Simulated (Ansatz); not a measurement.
# Re: pressure up to the limit of the methods

An exercise on one series of results from a longer session: the logs are not shown, and one member is left open.

Method: DFT, PBE, PAW with Ansatz's default frozen-core files, scalar-relativistic, in Ansatz 0.2.0.

**The structure to begin with**

The structure is hexagonal, space group P6_3/mmc (No. 194). The conventional cell has a = 2.773 Å, b = 2.773 Å, c = 4.492 Å, α = 90.00°, β = 90.00°, γ = 120.00°. Around Re (site symmetry -6m2) lie 12 Re at 2.76 to 2.77 Å.

As a file:

```cif
data_structure
_symmetry_space_group_name_H-M 'P 1'
_symmetry_Int_Tables_number 1
_cell_length_a 2.7728
_cell_length_b 2.7728
_cell_length_c 4.4920
_cell_angle_alpha 90.000
_cell_angle_beta 90.000
_cell_angle_gamma 120.000
_cell_volume 29.91
loop_
_atom_site_label
_atom_site_type_symbol
_atom_site_fract_x
_atom_site_fract_y
_atom_site_fract_z
_atom_site_occupancy
Re1 Re 0.33333 0.66667 0.25000 1
Re2 Re 0.66667 0.33333 0.75000 1
```

Whether this phase is the stable one at these pressures isn't tested.

Atoms are numbered in the order of the input: Re1, Re2.

The first run:

File input.yaml:

```yaml
crystal:
  lattice:
    - [2.7728322014, 0.0, 0.0]
    - [-1.3864161007, 2.4013431268, 0.0]
    - [0.0, 0.0, 4.4919881662]
  atoms:
    - { symbol: Re, position: [0.3333333333, 0.6666666667, 0.25] }
    - { symbol: Re, position: [0.6666666667, 0.3333333333, 0.75] }
kpoints:
  mp_grid: { grid: [16, 16, 9] }
scf:
  occupations: { method: fermi_dirac, width: 0.08 }
hamiltonian:
  xc: pbe
  pseudopotentials: { kind: paw }
output:
  forces: true
  stress: true
relax:
  f_tol: 0.005
  max_steps: 40
  cell: {}
```

Command:

```console
$ ansatz run input.yaml --threads 1 --pin off --max-ram 2048MiB --backend cpu --events-out ev --progress --plain --runs-dir out
```

Steps of the session up to this table: Cell relaxed at zero pressure, PAW; Volume scaled by 1, PAW; Shape and atoms relaxed at 0.95 of the volume, PAW; Volume scaled by 0.95, PAW; Shape and atoms relaxed at 0.85 of the volume, PAW; Volume scaled by 0.85, PAW; Volume scaled by 0.85, PAW (cutoff 300 eV); Shape and atoms relaxed at 0.75 of the volume, PAW; Volume scaled by 0.75, PAW; Shape and atoms relaxed at 0.65 of the volume, PAW; Volume scaled by 0.65, PAW; Shape and atoms relaxed at 0.55 of the volume, PAW; Volume scaled by 0.55, PAW; Shape and atoms relaxed at 0.45 of the volume, PAW; Volume scaled by 0.45, PAW; Shape and atoms relaxed at 0.4 of the volume, PAW; Volume scaled by 0.4, PAW; Volume scaled by 0.4, PAW (cutoff 300 eV).

One of the session's tables, all rows but one given; the rest of the session is left out.

```
             method  volume over the first  volume (Å³/atom)  pressure (GPa)
                PAW                      1            14.954           -0.01
                PAW                   0.95            14.207           20.92
                PAW                   0.85            12.711           84.36
                PAW                   0.75            11.216          194.68
                PAW                   0.65             9.720          389.65
                PAW                   0.55             8.225          757.80
                PAW                   0.45                 ?               ?
                PAW                    0.4             5.982         2226.36
PAW (cutoff 300 eV)                   0.85            12.711           86.15
PAW (cutoff 300 eV)                    0.4             5.982         2227.20
```

**Question.** Estimate the row for PAW, 0.45.

The run gave: volume (Å³/atom): 6.730; pressure (GPa): 1520.54. In the column «volume (Å³/atom)» it lies between PAW (cutoff 300 eV), 0.4 (5.982) and PAW, 0.55 (8.225).

Caveats from the session: At pressures up to 2227 GPa the PAW spheres may overlap and frozen cores may not hold, so those PAW values are rough without an all-electron check. Warnings in the runs' records: cutoff below recommended.
